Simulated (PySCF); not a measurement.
# Cl5Cr ([CrCl5]3-): the cost of one run

Programs: PySCF 2.14.0, with routines of our own; each step states its level. All values are computed. Atoms count from 0.

### 1 The system as given

6 atoms, charge -3, states of the metal's open shell are computed; geometry from: model geometry, bond lengths from ionic radii.

### 2 Ligand-field states: state-averaged CASSCF in water

Job settings and geometry (Å):

```
{"job": {"kind": "lf", "basis": {"metal": "x2c-TZVPall", "ligand": "x2c-SVPall"}, "nevpt": true, "solvent": "water"}, "charge": -3, "metal": "Cr", "open_shell": "d4"}
Cr     0.000000     0.000000     0.000000
Cl     0.000000     0.000000     2.450000
Cl     2.412779     0.000000    -0.425438
Cl    -2.412779     0.000000    -0.425438
Cl     0.000000     2.412779    -0.425438
Cl    -0.000000    -2.412779    -0.425438
```

Level: state-averaged CASSCF of the metal d shell, SC-NEVPT2 on the averaged canonical orbitals, state-interaction spin-orbit coupling.

Started as:

```console
> OMP_NUM_THREADS=1 python lf_run.py task.json out
```

One launch serves the whole session: the jobs run in the order shown.

Q: Estimate the wall time and peak memory of this first job on 1 thread of Intel Xeon 6975P-C, shared host.

About 13 s, with a peak of 0.34 GiB.
